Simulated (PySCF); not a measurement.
# C3H5Br (2-Bromopropene): the cost of one run

Computed with PySCF 2.14.0 and routines of our own; the level stands in each step. Atoms count from 0.

### Step 1. The system as given

9 atoms, charge 0, multiplicity 1; geometry from: GFN2-xTB.

### Step 2. Geometry optimisation at PBE0-D3(BJ)/def2-SVP

The job: settings as JSON, then the geometry in Å.

```
{"job": {"xc": "PBE0", "basis": "def2-SVP", "d3": "d3bj", "grid": 1, "maxiter": 30, "shake": 0.01, "kind": "geom"}, "charge": 0, "multiplicity": 1}
C      1.290650    -0.533140     0.329920
C      0.308490     0.188100    -0.255400
C     -1.162680     0.129710     0.033920
Br     0.801150     1.448790    -1.640210
H      2.303310    -0.413410     0.043840
H      1.033270    -1.210180     1.101310
H     -1.496260     1.109500     0.354610
H     -1.320810    -0.583310     0.828700
H     -1.699320    -0.153210    -0.830410
```

Command:

```bash
$ OMP_NUM_THREADS=1 python heavy_run.py task.json out
```

The driver reads the jobs from task.json and runs them one after another.

Q: Estimate the wall time and peak memory of this first job on 1 thread of AMD EPYC, shared host.

About 50 s, with a peak of 0.42 GiB.
